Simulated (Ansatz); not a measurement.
# RuTe: the cost of one run

Computed with Ansatz 0.2.0 (DFT PBE+U (U = 3 eV, J = 0.9 eV on Ru d), plane waves, PAW, unless a step's input says otherwise).

### 1 The system as given

The structure is cubic, space group Pm-3m (No. 221). The conventional cell has a = 3.415 Å, b = 3.415 Å, c = 3.415 Å, α = 90.00°, β = 90.00°, γ = 90.00°. Around Ru (site symmetry m-3m) lie 8 Te at 2.96 Å. Around Te (site symmetry m-3m) lie 8 Ru at 2.96 Å.

As a file:

```
Ru Te
1.0
     3.41538    0.00000    0.00000
     0.00000    3.41538    0.00000
     0.00000    0.00000    3.41538
Ru Te
1 1
Direct
  0.00000 0.00000 0.00000
  0.50000 0.50000 0.50000
```

Magnetic order typed: ferromagnetic.

An earlier series on this cell reached its lowest free state from «natural orbitals of the symmetric run, filled by rank», perhaps among other starts.

### 2 Random orbitals: single harmonics, second filling

Input file input.yaml:

```yaml
crystal:
  lattice:
    - [3.41538461, 0.0, 0.0]
    - [0.0, 3.41538461, 0.0]
    - [0.0, 0.0, 3.41538461]
  atoms:
    - { symbol: Ru, position: [0.0, 0.0, 0.0], spin: 2.0 }
    - { symbol: Te, position: [0.5, 0.5, 0.5] }
basis:
  ecutwfc: 420
  ecutrho_ratio: 4
kpoints:
  mp_grid: { grid: [6, 6, 6] }
hamiltonian:
  xc: pbe
  hubbard:
    sites:
      - { site: 0, l: d, u: 3.0, j: 0.9, starting_ns: [{ spin: up, occupation_matrix: s0up }, { spin: down, occupation_matrix: s0down }] }
    occupation_matrices:
      s0up:
        matrix:
          - [0.97, 0.0, 0.0, 0.0, 0.0]
          - [0.0, 0.97, 0.0, 0.0, 0.0]
          - [0.0, 0.0, 0.97, 0.0, 0.0]
          - [0.0, 0.0, 0.0, 0.02, 0.0]
          - [0.0, 0.0, 0.0, 0.0, 0.97]
      s0down:
        matrix:
          - [0.02, 0.0, 0.0, 0.0, 0.0]
          - [0.0, 0.97, 0.0, 0.0, 0.0]
          - [0.0, 0.0, 0.02, 0.0, 0.0]
          - [0.0, 0.0, 0.0, 0.97, 0.0]
          - [0.0, 0.0, 0.0, 0.0, 0.02]
    ns_hold: { iters: 5 }
scf:
  occupations: { method: gaussian, width: 0.05 }
  lower_state_search: "off"
  max_iter: 150
output:
  forces: true
  stress: true
  eigenvalues: true
  populations: true
  hubbard: { sites: [{ site: 0, l: d }] }
magnetization:
  spin_polarized: true
```

The typed matrices put 0.97 on the chosen orbitals and 0.02 on the others, and are held for 5 cycles.

Command:

```bash
$ ansatz run input.yaml --threads 2 --pin off --max-ram 3072MiB --backend cpu --events-out ev --progress --plain --runs-dir out
```

What time and memory should one allow on 2 threads of Arm Neoverse V2, shared host?

About 28 s, with a peak of 0.55 GiB.
